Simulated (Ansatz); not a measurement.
# Sb (Antimony): the cost of one run

All numbers below are computed with Ansatz 0.2.0 (DFT PBEsol, scalar-relativistic).

## Step 1: The system as given

The cell holds 4 atoms (Sb4): a = 9.013 Å, b = 4.507 Å, c = 4.507 Å, α = 57.11°, β = 57.11°, γ = 57.11°.

As a file:

```
CELL_PARAMETERS angstrom
4.30840 2.48746 7.51600
-2.15420 1.24373 3.75800
0.00000 -2.48746 3.75800
ATOMIC_POSITIONS crystal
Sb 0.11675 0.23349 0.23349
Sb 0.61674 0.23349 0.23349
Sb 0.38326 0.76651 0.76651
Sb 0.88326 0.76651 0.76651
```

The cell comes from a crystallographic database entry that wasn't checked; take it as a given geometry, which may be far from equilibrium.

## Step 2: PAW with frozen cores

Input file input.yaml:

```yaml
crystal:
  lattice:
    - [4.3084, 2.4874558998, 7.516]
    - [-2.1542, 1.2437279499, 3.758]
    - [0.0, -2.4874558998, 3.758]
  atoms:
    - { symbol: Sb, position: [0.116745, 0.23349, 0.23349] }
    - { symbol: Sb, position: [0.616745, 0.23349, 0.23349] }
    - { symbol: Sb, position: [0.383255, 0.76651, 0.76651] }
    - { symbol: Sb, position: [0.883255, 0.76651, 0.76651] }
kpoints:
  mp_grid: { grid: [3, 5, 5] }
scf:
  occupations: { method: fermi_dirac, width: 0.08 }
hamiltonian:
  xc: pbesol
  pseudopotentials: { kind: paw }
output:
  forces: true
  stress: true
md:
  timestep: 3.0
  n_steps: 20
  ensemble: nve
  temperature: 800
  initial_velocities: maxwell_boltzmann
  seed: 374881
```

Command:

```
$ ansatz run input.yaml --threads 2 --pin off --max-ram 4096MiB --backend cpu --events-out ev --progress --plain --runs-dir out
```

Q: Estimate wall time and peak memory on 2 threads of Arm Neoverse V2, shared host.

About 82 s, with a peak of 0.49 GiB.
